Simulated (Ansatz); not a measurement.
# K: the cost of one run

Method: DFT PBEsol, scalar-relativistic, plane waves, PAW, in Ansatz 0.2.0.

## 1. Starting point

It takes space group Fd-3m (No. 227, cubic). Conventional cell: a = 8.877 Å, b = 8.877 Å, c = 8.877 Å, α = 90.00°, β = 90.00°, γ = 90.00°. K (site symmetry -43m) is surrounded by 4 K at 3.84 Å.

Coordinates:

```cif
data_structure
_symmetry_space_group_name_H-M 'P 1'
_symmetry_Int_Tables_number 1
_cell_length_a 6.2768
_cell_length_b 6.2768
_cell_length_c 6.2768
_cell_angle_alpha 60.000
_cell_angle_beta 60.000
_cell_angle_gamma 60.000
_cell_volume 174.86
loop_
_atom_site_label
_atom_site_type_symbol
_atom_site_fract_x
_atom_site_fract_y
_atom_site_fract_z
_atom_site_occupancy
K1 K 0.50000 0.50000 0.50000 1
K2 K 0.75000 0.75000 0.75000 1
```

This is candidate A: diamond type (Fd-3m, No. 227).

(A quick probe on a coarse mesh, which set the mesh and smearing, is not shown.)

## 3. Relaxing cell and atoms (candidate A)

The input, input.yaml:

```yaml
crystal:
  lattice:
    - [0.0, 4.4383479313, 4.4383479313]
    - [4.4383479313, 0.0, 4.4383479313]
    - [4.4383479313, 4.4383479313, 0.0]
  atoms:
    - { symbol: K, position: [0.5, 0.5, 0.5] }
    - { symbol: K, position: [0.75, 0.75, 0.75] }
basis:
  ecutwfc: 420
kpoints:
  mp_grid: { grid: [12, 12, 12] }
hamiltonian:
  xc: pbesol
scf:
  occupations: { method: gaussian, width: 0.1 }
output:
  forces: true
  stress: true
  eigenvalues: true
relax:
  adjacent_minimum: "off"
  f_tol: 0.01
  max_steps: 80
  cell: { stress_tol: 0.05 }
```

Q: Estimate wall time and peak memory on 1 thread of an x86-64 CPU, shared host.

About 66 s, with a peak of 0.57 GiB.
